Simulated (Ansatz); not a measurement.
# CH4ClFMoO2S: how energies converge with the basis set

Aim: see how fast density functionals converge with the basis set for CH4ClFMoO2S.

Method: one geometry, several basis sets; program: Ansatz 0.2.0, Gaussian basis.

Plan: PBE0-D4/def2-SVP; ωB97M-V/def2-SVP; PBE0-D4/def2-QZVPP; ωB97M-V/def2-QZVPP; the functionals' def2-TZVPP values are taken from earlier runs.

### Step 1. Structure used throughout

All runs share one geometry, relaxed beforehand with PBE0-D4 in a triple-zeta def2 set. Mo takes the def2 core potential; no spin-orbit term is included.

SMILES `C[O][Mo]([OH])([F])(=[S])[Cl]`, 11 atoms, charge 0, spin multiplicity 1.

Atoms are counted from 1 here; the program's logs count them from 0.

Bond lengths: C1–O2 1.398 Å, C1–H8 1.095 Å, C1–H9 1.095 Å, C1–H10 1.091 Å, O2–Mo3 1.825 Å, Mo3–O4 1.897 Å, Mo3–F5 1.873 Å, Mo3–S6 2.082 Å, Mo3–Cl7 2.286 Å, O4–H11 0.964 Å. Angles: O2–C1–H8 109.2°, O2–C1–H9 109.5°, O2–C1–H10 108.8°, H8–C1–H9 109.6°, H8–C1–H10 110.1°, H9–C1–H10 109.7°, C1–O2–Mo3 134.5°, O2–Mo3–O4 84.1°, O2–Mo3–F5 154.5°, O2–Mo3–S6 103.0°, O2–Mo3–Cl7 90.9°, O4–Mo3–F5 81.4°, O4–Mo3–S6 112.5°, O4–Mo3–Cl7 137.3°, F5–Mo3–S6 101.9°, F5–Mo3–Cl7 85.7°, S6–Mo3–Cl7 110.0°, Mo3–O4–H11 113.2°.

### Step 2. PBE0-D4 in def2-SVP

Input file in.yaml:

```yaml
crystal:
  periodic: [false, false, false]
  atoms:
    - {symbol: C, position_ang: [1.049308, -1.520204, 0.108665]}
    - {symbol: O, position_ang: [0.601237, -0.354866, 0.738350]}
    - {symbol: Mo, position_ang: [-0.368501, 1.096184, 0.203852]}
    - {symbol: O, position_ang: [-1.666545, -0.196474, -0.287848]}
    - {symbol: F, position_ang: [-1.332615, 2.123941, -1.029290]}
    - {symbol: S, position_ang: [-0.828293, 2.041480, 2.000632]}
    - {symbol: Cl, position_ang: [1.493739, 2.044410, -0.723942]}
    - {symbol: H, position_ang: [0.212367, -1.988250, -0.419818]}
    - {symbol: H, position_ang: [1.839647, -1.267784, -0.606303]}
    - {symbol: H, position_ang: [1.441454, -2.200575, 0.866249]}
    - {symbol: H, position_ang: [-2.376399, 0.165339, -0.829948]}
basis:
  gaussian: {orbitals: def2-SVP}
hamiltonian: {xc: pbe0, dispersion: d4}
output: {orbitals: {seedname: orbitals}}
```

Launch:

```
> ansatz run in.yaml --threads 2 --pin off --events-out ev --progress --plain --max-ram 20480MiB --backend cpu
```

The program printed:

```text
Functional definition: PBE0
  name "PBE0"
  cite "Adamo & Barone, J. Chem. Phys. 110, 6158 (1999) doi:10.1063/1.478522"
  cite "Perdew, Burke & Ernzerhof, Phys. Rev. Lett. 77, 3865 (1996) doi:10.1103/PhysRevLett.77.3865"
  parent pbe
  parameter a = 0.25
  parameter kappa = 0.804
  parameter beta = 0.06672455060314922
  exchange = (1 - a)*pbe_x(kappa = kappa, mu = beta*pi^2/3) + a*exact_x
  correlation = pbe_c(beta = beta)
1383 factors; integrals over basis functions are off by at most 1.2e-3 eV
mean field evaluation 1: about -33090.9109 eV, gradient 7.5e1 eV
mean field evaluation 2: about -32916.3401 eV, gradient 2.9e2 eV
mean field evaluation 4: about -33100.1476 eV, gradient 2.8e1 eV
mean field evaluation 8: about -33101.5657 eV, gradient 1.6e0 eV
mean field evaluation 16: about -33101.8681 eV, gradient 2.3e-3 eV
mean field -33101.86810343 eV, -1216.4712155490 hartree, gradient 6.0e-5 eV, S^2 0.000000; 0 other end points of the search recorded, 0 dependent functions left out
reference -33101.86815650 eV, -1216.4712174991 hartree; 41, 41 occupied and 102, 102 virtual orbitals, 1383 factors
Total energy: -33102.17868105 eV, -1216.4826290660 hartree
```

It took 3.9 s on 2 threads of AMD EPYC 7R13, shared host.

### Step 3. ωB97M-V in def2-SVP

in.yaml, as its differences from that of step 2:

```diff
@@ -16,3 +16,3 @@
   gaussian: {orbitals: def2-SVP}
-hamiltonian: {xc: pbe0, dispersion: d4}
+hamiltonian: {xc: {name: wB97M-V}}
 output: {orbitals: {seedname: orbitals}}
```

Same command.

The program printed:

```text
Functional definition: wB97M-V
  name "wB97M-V"
  cite "Mardirossian & Head-Gordon, J. Chem. Phys. 144, 214110 (2016) doi:10.1063/1.4952647"
  cite "Becke, J. Chem. Phys. 107, 8554 (1997) doi:10.1063/1.475007"
  cite "Vydrov & Van Voorhis, J. Chem. Phys. 133, 244103 (2010) doi:10.1063/1.3521275"
  # Of w^i u^j: cxij and so on, Table III.
  parameter omega = 0.3/bohr
  parameter cx = 0.15
  parameter cx01 = 1.007
  parameter cx10 = 0.259
  parameter css00 = 0.443
  parameter css04 = -1.437
  parameter css10 = -4.535
  parameter css20 = -3.390
  parameter css43 = 4.278
  parameter cos00 = 1.000
  parameter cos10 = 1.358
  parameter cos20 = 2.924
  parameter cos21 = -8.812
  parameter cos60 = -1.390
  parameter cos61 = 9.142
  parameter b = 6.0
  parameter c = 0.01
  gx(w, u) = 1 - cx + cx01*u + cx10*w
  gss(w, u) = css00 + css04*u^4 + css10*w + css20*w^2 + css43*w^4*u^3
  gos(w, u) = cos00 + cos10*w + (cos20 + cos21*u)*w^2 + (cos60 + cos61*u)*w^6
  exchange = spin_sum(e_x_unif_sr(omega)*gx(b97_w, b97_u_x)) + cx*exact_x_sr(omega) + exact_x_lr(omega)
  correlation = spin_sum(e_c_pw_mod_same_spin*gss(b97_w, b97_u_same))
      + integral(e_c_pw_mod_opposite_spin*gos(b97_w_opposite, b97_u_opposite)) + vv10(b, c)
1383 factors; integrals over basis functions are off by at most 1.2e-3 eV
335 factors; integrals over basis functions are off by at most 7.9e-6 eV
mean field evaluation 1: about -33100.3832 eV, gradient 7.5e1 eV
mean field evaluation 2: about -33052.2313 eV, gradient 1.8e2 eV
mean field evaluation 4: about -33111.2989 eV, gradient 1.0e1 eV
mean field evaluation 8: about -33111.7033 eV, gradient 1.0e0 eV
mean field evaluation 16: about -33111.7062 eV, gradient 4.1e-3 eV
mean field -33111.70617369 eV, -1216.8327579627 hartree, gradient 3.0e-5 eV, S^2 0.000000; 0 other end points of the search recorded, 0 dependent functions left out
reference -33111.70625708 eV, -1216.8327610271 hartree; 41, 41 occupied and 102, 102 virtual orbitals, 1383 factors
Total energy: -33111.70625708 eV, -1216.8327610271 hartree
```

Run time: 15 s. Hardware: 2 threads of AMD EPYC 7R13, shared host.

### Step 4. PBE0-D4 in def2-QZVPP

in.yaml, as its differences from that of step 3:

```diff
@@ -15,4 +15,4 @@
 basis:
-  gaussian: {orbitals: def2-SVP}
-hamiltonian: {xc: {name: wB97M-V}}
+  gaussian: {orbitals: "def2-QZVPP.json"}
+hamiltonian: {xc: pbe0, dispersion: d4}
 output: {orbitals: {seedname: orbitals}}
```

Launch:

```
> ansatz run in.yaml --threads 2 --pin off --events-out ev --progress --plain --max-ram 20480MiB --backend cuda --devices 0, --max-vram 18GiB
```

The program printed:

```text
Functional definition: PBE0
  name "PBE0"
  cite "Adamo & Barone, J. Chem. Phys. 110, 6158 (1999) doi:10.1063/1.478522"
  cite "Perdew, Burke & Ernzerhof, Phys. Rev. Lett. 77, 3865 (1996) doi:10.1103/PhysRevLett.77.3865"
  parent pbe
  parameter a = 0.25
  parameter kappa = 0.804
  parameter beta = 0.06672455060314922
  exchange = (1 - a)*pbe_x(kappa = kappa, mu = beta*pi^2/3) + a*exact_x
  correlation = pbe_c(beta = beta)
2158 factors; their error is unknown
mean field evaluation 1: about -33108.3064 eV, gradient 8.8e1 eV
mean field evaluation 2: about -32908.4583 eV, gradient 3.3e2 eV
mean field evaluation 4: about -33119.9128 eV, gradient 3.0e1 eV
mean field evaluation 8: about -33121.3860 eV, gradient 1.1e0 eV
mean field evaluation 16: about -33121.4306 eV, gradient 2.0e-3 eV
mean field -33121.43057160 eV, -1217.1901229945 hartree, gradient 5.6e-5 eV, S^2 0.000000; 0 other end points of the search recorded, 0 dependent functions left out
reference -33121.43061598 eV, -1217.1901246254 hartree; 41, 41 occupied and 528, 528 virtual orbitals, 2158 factors
Total energy: -33121.74114054 eV, -1217.2015361924 hartree
```

It took 7.5 s on 1 × H100 (card shared with other runs) with 2 threads of AMD EPYC 7R13, shared host; peak host memory 1.1 GiB.

### Step 5. ωB97M-V in def2-QZVPP

in.yaml, as its differences from that of step 4:

```diff
@@ -16,3 +16,3 @@
   gaussian: {orbitals: "def2-QZVPP.json"}
-hamiltonian: {xc: pbe0, dispersion: d4}
+hamiltonian: {xc: {name: wB97M-V}}
 output: {orbitals: {seedname: orbitals}}
```

Same command.

The program printed:

```text
Functional definition: wB97M-V
  name "wB97M-V"
  cite "Mardirossian & Head-Gordon, J. Chem. Phys. 144, 214110 (2016) doi:10.1063/1.4952647"
  cite "Becke, J. Chem. Phys. 107, 8554 (1997) doi:10.1063/1.475007"
  cite "Vydrov & Van Voorhis, J. Chem. Phys. 133, 244103 (2010) doi:10.1063/1.3521275"
  # Of w^i u^j: cxij and so on, Table III.
  parameter omega = 0.3/bohr
  parameter cx = 0.15
  parameter cx01 = 1.007
  parameter cx10 = 0.259
  parameter css00 = 0.443
  parameter css04 = -1.437
  parameter css10 = -4.535
  parameter css20 = -3.390
  parameter css43 = 4.278
  parameter cos00 = 1.000
  parameter cos10 = 1.358
  parameter cos20 = 2.924
  parameter cos21 = -8.812
  parameter cos60 = -1.390
  parameter cos61 = 9.142
  parameter b = 6.0
  parameter c = 0.01
  gx(w, u) = 1 - cx + cx01*u + cx10*w
  gss(w, u) = css00 + css04*u^4 + css10*w + css20*w^2 + css43*w^4*u^3
  gos(w, u) = cos00 + cos10*w + (cos20 + cos21*u)*w^2 + (cos60 + cos61*u)*w^6
  exchange = spin_sum(e_x_unif_sr(omega)*gx(b97_w, b97_u_x)) + cx*exact_x_sr(omega) + exact_x_lr(omega)
  correlation = spin_sum(e_c_pw_mod_same_spin*gss(b97_w, b97_u_same))
      + integral(e_c_pw_mod_opposite_spin*gos(b97_w_opposite, b97_u_opposite)) + vv10(b, c)
2060 factors; their error is unknown
428 factors; integrals over basis functions are off by at most 2.3e-5 eV
mean field evaluation 1: about -33118.8596 eV, gradient 8.5e1 eV
mean field evaluation 2: about -33060.1021 eV, gradient 2.2e2 eV
mean field evaluation 4: about -33131.0127 eV, gradient 1.4e1 eV
mean field evaluation 8: about -33131.3580 eV, gradient 1.7e-1 eV
mean field evaluation 16: about -33131.3817 eV, gradient 2.3e-3 eV
mean field -33131.38165747 eV, -1217.5558186548 hartree, gradient 8.5e-5 eV, S^2 0.000000; 0 other end points of the search recorded, 0 dependent functions left out
reference -33131.38173073 eV, -1217.5558213472 hartree; 41, 41 occupied and 528, 528 virtual orbitals, 2060 factors
Total energy: -33131.38173073 eV, -1217.5558213472 hartree
```

Wall time 9.5 s (1 × H100 (card shared with other runs) with 2 threads of AMD EPYC 7R13, shared host); peak host memory 1.3 GiB.

### Step 6. Functionals by basis

The def2-TZVPP values come from earlier runs at the same geometry.

```csv
functional,basis,functions,energy (eV),from the largest (eV),HOMO (eV),LUMO (eV)
PBE0-D4,def2-SVP,143,-33102.1787,19.562,-8.28,-3.68
PBE0-D4,def2-TZVPP,320,-33120.4870,1.254,-8.29,-3.67
PBE0-D4,def2-QZVPP,569,-33121.7411,0.000,-8.30,-3.66
ωB97M-V,def2-SVP,143,-33111.7063,19.675,-10.36,-1.54
ωB97M-V,def2-TZVPP,320,-33130.1787,1.203,-10.42,-1.55
ωB97M-V,def2-QZVPP,569,-33131.3817,0.000,-10.44,-1.56
```

### Step 7. What came out

| quantity | value |
| --- | --- |
| PBE0-D4: double and triple zeta above quadruple | 19.56, 1.25 eV |
| ωB97M-V: double and triple zeta above quadruple | 19.68, 1.20 eV |

In words: For PBE0-D4 the step from double to triple zeta gains 18.31 eV and the next only 1.25 eV. These are total energies; as a rule much of such shifts cancels in differences, which this series doesn't test.
